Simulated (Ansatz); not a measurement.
# LiNd: the cost of one run

Method: DFT PBE, scalar-relativistic, plane waves, PAW; 4f electrons in the core of a trivalent norm-conserving potential, in Ansatz 0.2.0.

## 1. Starting point

It takes space group Fd-3m (No. 227, cubic). Conventional cell: a = 6.962 Å, b = 6.962 Å, c = 6.962 Å, α = 90.00°, β = 90.00°, γ = 90.00°. Li (site symmetry -43m) has 4 Li at 3.01 Å and 4 Nd at 3.01 Å in its first shell of neighbours. Around Nd (site symmetry -43m) lie 4 Li at 3.01 Å and 4 Nd at 3.01 Å.

Structure file:

```xyz
4
Lattice="0.0000 3.4808 3.4808 3.4808 0.0000 3.4808 3.4808 3.4808 0.0000" Properties=species:S:1:pos:R:3 pbc="T T T"
Li    0.0000    0.0000    0.0000
Li    1.7404    1.7404    1.7404
Nd    3.4808    3.4808    3.4808
Nd    5.2213    5.2213    5.2213
```

The cell is invented: species swapped into a database cell of LiIn (Fd-3m, No. 227), with Nd on the In sites. Lengths come from tabulated atomic sizes and are only a guess.

## 2. A first look at the guess

input.yaml reads:

```yaml
crystal:
  lattice:
    - [0.0, 3.4808342, 3.4808342]
    - [3.4808342, 0.0, 3.4808342]
    - [3.4808342, 3.4808342, 0.0]
  atoms:
    - { symbol: Li, position: [0.0, 0.0, 0.0] }
    - { symbol: Li, position: [0.25, 0.25, 0.25] }
    - { symbol: Nd, position: [0.5, 0.5, 0.5] }
    - { symbol: Nd, position: [0.75, 0.75, 0.75] }
basis:
  ecutwfc: 660
kpoints:
  mp_grid: { grid: [4, 4, 4] }
hamiltonian:
  xc: pbe
  pseudopotentials:
    kind: paw
    azcp: { Nd: "pseudopotentials/pbe/nc/lanthanide_3plus/Nd.nc.azcp" }
scf:
  occupations: { method: gaussian, width: 0.1 }
  lower_state_search: "off"
output:
  forces: true
  stress: true
  eigenvalues: true
```

Run with:

```bash
$ ansatz run input.yaml --threads 1 --pin off --max-ram 2560MiB --backend cpu --events-out ev --progress --plain --runs-dir out
```

What time and memory should one allow on 1 thread of Arm Neoverse V1, shared host?

About 1.8 s, with a peak of 0.34 GiB.
